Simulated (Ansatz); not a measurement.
# CaH8Cl2O4: the cost of one run

Computed with Ansatz 0.2.0 (DFT, PBE, plane-wave PAW, default files, scalar-relativistic, as far as a step names no other, unless a step's input says otherwise).

## (1) The structure to begin with

Symmetry: P-1, No. 2, triclinic system. The conventional cell has a = 6.427 Å, b = 6.516 Å, c = 8.592 Å, α = 92.39°, β = 97.86°, γ = 110.41°. Around Ca (site symmetry 1) lie 4 O at 2.34 to 2.51 Å. H (site symmetry 1) has 1 O at 0.99 Å as nearest neighbours. H (site symmetry 1) has 1 O at 0.98 Å as nearest neighbours. Only part of the 15 independent sites is listed.

As a file:

```cif
data_structure
_symmetry_space_group_name_H-M 'P-1'
_symmetry_Int_Tables_number 2
_cell_length_a 6.4271
_cell_length_b 6.5156
_cell_length_c 8.5920
_cell_angle_alpha 92.385
_cell_angle_beta 97.856
_cell_angle_gamma 110.410
_cell_volume 332.50
loop_
_atom_site_label
_atom_site_type_symbol
_atom_site_symmetry_multiplicity
_atom_site_Wyckoff_symbol
_atom_site_fract_x
_atom_site_fract_y
_atom_site_fract_z
_atom_site_occupancy
Ca1 Ca 2 i 0.98838 0.12304 0.25598 1
H1 H 2 i 0.81136 0.67386 0.07704 1
H2 H 2 i 0.65157 0.79338 0.00995 1
H3 H 2 i 0.44155 0.07781 0.32289 1
H4 H 2 i 0.29817 0.89948 0.18067 1
H5 H 2 i 0.40677 0.54619 0.34121 1
H6 H 2 i 0.29804 0.53749 0.16512 1
H7 H 2 i 0.75702 0.40191 0.40396 1
H8 H 2 i 0.76859 0.22303 0.52150 1
Cl1 Cl 2 i 0.70422 0.29056 0.04530 1
Cl2 Cl 2 i 0.77129 0.74241 0.42087 1
O1 O 2 i 0.81306 0.81827 0.04577 1
O2 O 2 i 0.28672 0.97716 0.27839 1
O3 O 2 i 0.26950 0.47057 0.26513 1
O4 O 2 i 0.73947 0.24467 0.40889 1
```

## (2) First run, atoms as given

Input file input.yaml:

```yaml
crystal:
  lattice:
    - [6.42707, 0.0, 0.0]
    - [-2.272245, 6.106556, 0.0]
    - [-1.174432, -0.818561, 8.471883]
  atoms:
    - { symbol: Ca, position: [0.988385, 0.123042, 0.255981] }
    - { symbol: Ca, position: [0.011615, 0.876958, 0.744019] }
    - { symbol: H, position: [0.811362, 0.673864, 0.077044] }
    - { symbol: H, position: [0.188638, 0.326136, 0.922956] }
    - { symbol: H, position: [0.651575, 0.793382, 0.009955] }
    - { symbol: H, position: [0.348425, 0.206618, 0.990045] }
    - { symbol: H, position: [0.441548, 0.077811, 0.32289] }
    - { symbol: H, position: [0.558452, 0.922189, 0.67711] }
    - { symbol: H, position: [0.298175, 0.899485, 0.180674] }
    - { symbol: H, position: [0.701825, 0.100515, 0.819326] }
    - { symbol: H, position: [0.406772, 0.546186, 0.341208] }
    - { symbol: H, position: [0.593228, 0.453814, 0.658792] }
    - { symbol: H, position: [0.298038, 0.537492, 0.165117] }
    - { symbol: H, position: [0.701962, 0.462508, 0.834883] }
    - { symbol: H, position: [0.757017, 0.401914, 0.40396] }
    - { symbol: H, position: [0.242983, 0.598086, 0.59604] }
    - { symbol: H, position: [0.76859, 0.223026, 0.521505] }
    - { symbol: H, position: [0.23141, 0.776974, 0.478495] }
    - { symbol: Cl, position: [0.704216, 0.290565, 0.045299] }
    - { symbol: Cl, position: [0.295784, 0.709435, 0.954701] }
    - { symbol: Cl, position: [0.771292, 0.74241, 0.420868] }
    - { symbol: Cl, position: [0.228708, 0.25759, 0.579132] }
    - { symbol: O, position: [0.813062, 0.818267, 0.045775] }
    - { symbol: O, position: [0.186938, 0.181733, 0.954225] }
    - { symbol: O, position: [0.286725, 0.977162, 0.278388] }
    - { symbol: O, position: [0.713275, 0.022838, 0.721612] }
    - { symbol: O, position: [0.269504, 0.470566, 0.265135] }
    - { symbol: O, position: [0.730496, 0.529434, 0.734865] }
    - { symbol: O, position: [0.739468, 0.24467, 0.408892] }
    - { symbol: O, position: [0.260532, 0.75533, 0.591108] }
kpoints:
  mp_grid: { grid: [4, 4, 3] }
scf:
  occupations: { method: fermi_dirac, width: 0.02 }
hamiltonian:
  xc: pbe
  pseudopotentials: { kind: paw }
output:
  forces: true
  stress: true
  populations: true
  efg:
    quadrupole_moments_barn: { Ca: -0.0408, H: 0.00285783, Cl: -0.08112, O: -0.02558 }
    contact_densities: true
  write_density: true
  write_potential: true
  elf: true
  volumetric_format: npy
```

Command:

```
ansatz run input.yaml --threads 1 --pin off --max-ram 2560MiB --backend cpu --events-out ev --progress --plain --runs-dir out
```

Q: Estimate wall time and peak memory on 1 thread of Intel Xeon Platinum 8559C (Emerald Rapids), shared host.

About 38 s, with a peak of 0.98 GiB.
